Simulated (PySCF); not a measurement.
# SnSiH6O (SMILES [SiH3][O][SnH3]): levels of theory compared

Aim: a comparison of 3 runs (CAM-B3LYP/STO-3G, PBE0/def2-SVP, CCSD(T)/STO-3G) of SnSiH6O. 

The calculation is run with PySCF 2.14.0.

### 1 The system as given

SnSiH6O has 9 atoms, charge 0, and is taken as a singlet. As SMILES, `[SiH3][O][SnH3]`. The shape is that of a PBE0-D4/def2-TZVP optimisation.

Bond lengths: Si1–O2 1.627 Å, O2–Sn3 1.963 Å, Si1–H4 1.492 Å, Si1–H5 1.486 Å, Si1–H6 1.492 Å, Sn3–H7 1.699 Å, Sn3–H8 1.705 Å, Sn3–H9 1.705 Å. Some angles: Si1–O2–Sn3 136.6°, O2–Si1–H4 111.4°, O2–Si1–H5 109.0°, O2–Si1–H6 111.4°, O2–Sn3–H7 103.7°, O2–Sn3–H8 106.7°, O2–Sn3–H9 106.7°, H4–Si1–H5 108.8°, H4–Si1–H6 107.4°, H5–Si1–H6 108.8°.

### 2 Energy and gradient at CAM-B3LYP/STO-3G (run 1)

calc.py reads:

```python
# [SiH3][O][SnH3]
import pyscf.grad
from pyscf import gto, dft

system = gto.M(
    atom='''
Si    -0.707500     1.106300    -0.961800
O      0.549600     0.232700    -0.411000
Sn     0.837100    -1.145700     0.956400
H     -1.786000     0.228100    -1.502000
H     -0.233000     2.004100    -2.046400
H     -1.309600     1.937400     0.121200
H      2.493700    -1.499800     0.829900
H     -0.166000    -2.460900     0.544700
H      0.410100    -0.448400     2.452000
''',
    basis='sto-3g',
    spin=0,
    max_memory=1860,
    charge=0,
    verbose=4,
)

mf = dft.RKS(system)
mf.xc = 'cam-b3lyp'
mf.grids.level = 5
mf.conv_tol = 1e-10
mf.kernel()
if not mf.converged:
    mf = mf.newton().run(mf.mo_coeff, mf.mo_occ)

energy = mf.e_tot
print('E(%s) = %.9f' % ('CAM-B3LYP', energy))
grad = mf.Gradients().kernel()
dip = mf.dip_moment()
pop, q = mf.mulliken_pop()
```

Launch:

```sh
$ OMP_NUM_THREADS=1 python calc.py
```

Log:

```text
PySCF version 2.14.0

[... 77 lines left out ...]
converged SCF energy = -6329.3881172523
[... 13 lines left out ...]
Dipole moment(X, Y, Z, Debye):  0.11203, -0.97313,  0.99185
[... 18 lines left out ...]
pop of  2 Sn 4s           2.00568
pop of  2 Sn 5s           1.14516
pop of  2 Sn 2px          2.00006
pop of  2 Sn 2py          2.00007
pop of  2 Sn 2pz          2.00007
pop of  2 Sn 3px          1.99802
pop of  2 Sn 3py          1.99792
pop of  2 Sn 3pz          1.99791
pop of  2 Sn 4px          1.99281
pop of  2 Sn 4py          1.99190
pop of  2 Sn 4pz          1.99190
pop of  2 Sn 5px          0.81519
pop of  2 Sn 5py          0.70001
pop of  2 Sn 5pz          0.69641
pop of  2 Sn 3dxy         1.99942
pop of  2 Sn 3dyz         1.99917
pop of  2 Sn 3dz^2        1.99939
pop of  2 Sn 3dxz         1.99980
pop of  2 Sn 3dx2-y2      1.99938
pop of  2 Sn 4dxy         1.98390
pop of  2 Sn 4dyz         1.97647
pop of  2 Sn 4dz^2        1.98305
pop of  2 Sn 4dxz         1.99432
pop of  2 Sn 4dx2-y2      1.98259
pop of  3 H 1s            1.15709
pop of  4 H 1s            1.14298
pop of  5 H 1s            1.15710
pop of  6 H 1s            1.14301
pop of  7 H 1s            1.14831
pop of  8 H 1s            1.14830
 ** Mulliken atomic charges  **
charge of    0Si =      0.67615
charge of    1O =     -0.53112
charge of    2Sn =      0.75176
charge of    3H =     -0.15709
charge of    4H =     -0.14298
charge of    5H =     -0.15710
charge of    6H =     -0.14301
charge of    7H =     -0.14831
charge of    8H =     -0.14830
```

It took 29 s on 1 thread of Intel Xeon at 2.70GHz, shared host; peak memory 0.5 GiB.

### 3 Energy and gradient at PBE0/def2-SVP (core potential) (run 2)

run.py reads:

```python
from pyscf import gto, dft

mol = gto.Mole()
mol.atom = '''
Si    -0.707500     1.106300    -0.961800
O      0.549600     0.232700    -0.411000
Sn     0.837100    -1.145700     0.956400
H     -1.786000     0.228100    -1.502000
H     -0.233000     2.004100    -2.046400
H     -1.309600     1.937400     0.121200
H      2.493700    -1.499800     0.829900
H     -0.166000    -2.460900     0.544700
H      0.410100    -0.448400     2.452000
'''
mol.max_memory = 1860
mol.charge = 0
mol.verbose = 3
mol.basis = 'def2-svp'
mol.ecp = {'Sn': 'def2-svp'}
mol.build()

mf = dft.RKS(mol, xc='pbe0')
mf.grids.level = 5
mf.conv_tol = 1e-10
mf.kernel()
if not mf.converged:
    mf = mf.newton().run(mf.mo_coeff, mf.mo_occ)

etot = mf.e_tot
print('E = %.10f Eh' % etot)
grad = mf.nuc_grad_method().kernel()
dip = mf.dip_moment()
pop, q = mf.mulliken_pop()
```

Launch:

```sh
$ OMP_NUM_THREADS=1 python run.py
```

Log:

```text
converged SCF energy = -582.270396580145
E = -582.2703965801 Eh
--------------- RKS gradients ---------------
         x                y                z
0 Si     0.0080353087    -0.0066632875     0.0046746636
1 O    -0.0094128177     0.0009743559     0.0017361412
2 Sn    -0.0022084826     0.0063601289    -0.0060578216
3 H     0.0025597259     0.0013793299     0.0013337852
4 H    -0.0002076965    -0.0019985870     0.0021671772
5 H     0.0016135315    -0.0020192684    -0.0018998551
6 H    -0.0019385926     0.0007193553    -0.0001688536
7 H     0.0011389142     0.0018872278     0.0002917511
8 H     0.0004244195    -0.0006262875    -0.0020903216
----------------------------------------------
Dipole moment(X, Y, Z, Debye):  0.28612, -1.50040,  1.49607
 ** Mulliken pop  **
pop of  0 Si 1s           1.99928
pop of  0 Si 2s           1.98246
pop of  0 Si 3s           1.00392
pop of  0 Si 4s           0.14640
pop of  0 Si 2px          1.97557
pop of  0 Si 2py          1.97612
pop of  0 Si 2pz          1.97641
pop of  0 Si 3px          0.39867
pop of  0 Si 3py          0.42154
pop of  0 Si 3pz          0.43607
pop of  0 Si 4px          0.21202
pop of  0 Si 4py          0.28198
pop of  0 Si 4pz          0.32578
pop of  0 Si 3dxy         0.08112
pop of  0 Si 3dyz         0.07557
pop of  0 Si 3dz^2        0.03109
pop of  0 Si 3dxz         0.06341
pop of  0 Si 3dx2-y2      0.05074
pop of  1 O 1s            1.98918
pop of  1 O 2s            1.05945
pop of  1 O 3s            0.72815
pop of  1 O 2px           0.96785
pop of  1 O 2py           0.94181
pop of  1 O 2pz           0.95210
pop of  1 O 3px           0.66610
pop of  1 O 3py           0.65566
pop of  1 O 3pz           0.68694
pop of  1 O 3dxy          0.00135
pop of  1 O 3dyz          0.00103
pop of  1 O 3dz^2         0.00073
pop of  1 O 3dxz          0.00107
pop of  1 O 3dx2-y2       0.00128
pop of  2 Sn 4s           1.60190
pop of  2 Sn 5s           0.42062
pop of  2 Sn 6s           1.05466
pop of  2 Sn 7s           0.17055
pop of  2 Sn 4px          1.07879
pop of  2 Sn 4py          1.08242
pop of  2 Sn 4pz          1.08236
pop of  2 Sn 5px          0.92536
pop of  2 Sn 5py          0.92039
pop of  2 Sn 5pz          0.92050
pop of  2 Sn 6px          0.55197
pop of  2 Sn 6py          0.44271
pop of  2 Sn 6pz          0.44553
pop of  2 Sn 7px          0.19698
pop of  2 Sn 7py          0.13109
pop of  2 Sn 7pz          0.13125
pop of  2 Sn 4dxy         1.94337
pop of  2 Sn 4dyz         1.94415
pop of  2 Sn 4dz^2        1.94579
pop of  2 Sn 4dxz         1.94241
pop of  2 Sn 4dx2-y2      1.94269
pop of  2 Sn 5dxy         0.09318
pop of  2 Sn 5dyz         0.08483
pop of  2 Sn 5dz^2        0.10580
pop of  2 Sn 5dxz         0.07459
pop of  2 Sn 5dx2-y2      0.08755
pop of  3 H 1s            0.74044
pop of  3 H 2s            0.36876
pop of  3 H 2px           0.00440
pop of  3 H 2py           0.00294
pop of  3 H 2pz           0.00183
pop of  4 H 1s            0.73883
pop of  4 H 2s            0.35625
pop of  4 H 2px           0.00128
pop of  4 H 2py           0.00338
pop of  4 H 2pz           0.00459
pop of  5 H 1s            0.74046
pop of  5 H 2s            0.36879
pop of  5 H 2px           0.00190
pop of  5 H 2py           0.00305
pop of  5 H 2pz           0.00422
pop of  6 H 1s            0.68109
pop of  6 H 2s            0.38553
pop of  6 H 2px           0.00776
pop of  6 H 2py           0.00094
pop of  6 H 2pz           0.00070
pop of  7 H 1s            0.67969
pop of  7 H 2s            0.39647
pop of  7 H 2px           0.00326
pop of  7 H 2py           0.00483
pop of  7 H 2pz           0.00106
pop of  8 H 1s            0.67970
pop of  8 H 2s            0.39644
pop of  8 H 2px           0.00124
pop of  8 H 2py           0.00184
pop of  8 H 2pz           0.00607
 ** Mulliken atomic charges  **
charge of    0Si =      0.56185
charge of    1O =     -0.65270
charge of    2Sn =      0.67855
charge of    3H =     -0.11837
charge of    4H =     -0.10432
charge of    5H =     -0.11841
charge of    6H =     -0.07603
charge of    7H =     -0.08530
charge of    8H =     -0.08529
```

Run time: 34 s. Hardware: 1 thread of Intel Xeon at 2.70GHz, shared host; peak memory 0.86 GiB.

### 4 A single-point energy at CCSD(T)/STO-3G (run 3)

input.py reads:

```python
from pyscf import gto, scf, cc

system = gto.M(
    atom='''
Si  -0.707500   1.106300  -0.961800
O    0.549600   0.232700  -0.411000
Sn   0.837100  -1.145700   0.956400
H   -1.786000   0.228100  -1.502000
H   -0.233000   2.004100  -2.046400
H   -1.309600   1.937400   0.121200
H    2.493700  -1.499800   0.829900
H   -0.166000  -2.460900   0.544700
H    0.410100  -0.448400   2.452000
''',
    basis='sto-3g',
    charge=0,
    verbose=4,
    spin=0,
    max_memory=1860,
)

mf = scf.RHF(system)
mf.conv_tol = 1e-10
mf.kernel()
if not mf.converged:
    mf = mf.newton().run(mf.mo_coeff, mf.mo_occ)

mycc = cc.CCSD(mf, frozen=24)
mycc.kernel()
e_t = mycc.ccsd_t()
etot = mycc.e_tot + e_t
print('E = %.10f Eh' % etot)
dip = mf.dip_moment()
pop, q = mf.mulliken_pop()
```

Launch:

```sh
$ OMP_NUM_THREADS=1 python input.py
```

Log:

```text
PySCF version 2.14.0

[... 61 lines left out ...]
converged SCF energy = -6326.25630821254
[... 12 lines left out ...]
Init t2, MP2 energy = -6326.37310462407  E_corr(MP2) -0.116796411533893
[... 12 lines left out ...]
CCSD converged
[... 3 lines left out ...]
Dipole moment(X, Y, Z, Debye):  0.01950, -1.10753,  1.16062
[... 18 lines left out ...]
pop of  2 Sn 4s           2.00698
pop of  2 Sn 5s           1.06867
pop of  2 Sn 2px          2.00006
pop of  2 Sn 2py          2.00006
pop of  2 Sn 2pz          2.00006
pop of  2 Sn 3px          1.99831
pop of  2 Sn 3py          1.99824
pop of  2 Sn 3pz          1.99823
pop of  2 Sn 4px          1.99643
pop of  2 Sn 4py          1.99579
pop of  2 Sn 4pz          1.99581
pop of  2 Sn 5px          0.76025
pop of  2 Sn 5py          0.65214
pop of  2 Sn 5pz          0.65010
pop of  2 Sn 3dxy         1.99962
pop of  2 Sn 3dyz         1.99947
pop of  2 Sn 3dz^2        1.99960
pop of  2 Sn 3dxz         1.99987
pop of  2 Sn 3dx2-y2      1.99959
pop of  2 Sn 4dxy         1.98888
pop of  2 Sn 4dyz         1.98418
pop of  2 Sn 4dz^2        1.98823
pop of  2 Sn 4dxz         1.99614
pop of  2 Sn 4dx2-y2      1.98804
pop of  3 H 1s            1.19083
pop of  4 H 1s            1.17649
pop of  5 H 1s            1.19084
pop of  6 H 1s            1.18518
pop of  7 H 1s            1.19108
pop of  8 H 1s            1.19106
 ** Mulliken atomic charges  **
charge of    0Si =      0.81895
charge of    1O =     -0.63081
charge of    2Sn =      0.93734
charge of    3H =     -0.19083
charge of    4H =     -0.17649
charge of    5H =     -0.19084
charge of    6H =     -0.18518
charge of    7H =     -0.19108
charge of    8H =     -0.19106
```

Run time: 1.6 s. Hardware: 1 thread of Intel Xeon at 2.70GHz, shared host; peak memory 0.12 GiB.

### 5 The series

| run | level | core potential | task | energy (Eh) | dipole moment (D) of the reference | HOMO energy (eV) | LUMO energy (eV) | wall time |
| --- | --- | --- | --- | --- | --- | --- | --- | --- |
| 1 | CAM-B3LYP/STO-3G | – | gradient | -6329.388117 | 1.39 | -4.91 | 6.45 | 29 s |
| 2 | PBE0/def2-SVP (core potential) | def2-svp | gradient | -582.270397 | 2.14 | -8.12 | -0.45 | 34 s |
| 3 | CCSD(T)/STO-3G | – | energy | -6326.416712 | 1.60 | -7.86 | 9.98 | 1.6 s |

### 6 Outcome

```
                                           quantity           value
                                run 3: total energy  -6326.41671 Eh
        run 3: dipole moment (Hartree–Fock density)          1.60 D
         run 3: HOMO energy (Hartree–Fock orbitals)        -7.86 eV
         run 3: LUMO energy (Hartree–Fock orbitals)         9.98 eV
       run 3: HOMO–LUMO gap (Hartree–Fock orbitals)        17.85 eV
run 3: correlation energy (24 core orbitals frozen)      -160.4 mEh
                              run 3: (T) correction       -3.95 mEh
                               run 3: T1 diagnostic           0.010
```

In words: Totals of different functionals can't be ranked against each other. Some runs of one species differ in core potentials or relativity; totals across that change don't compare. In runs 1, 3 the basis is minimal, so the values are rough. In runs 1, 3 relativity is left out where basis or elements ask for it. All runs together took 64 s, the longest 34 s.
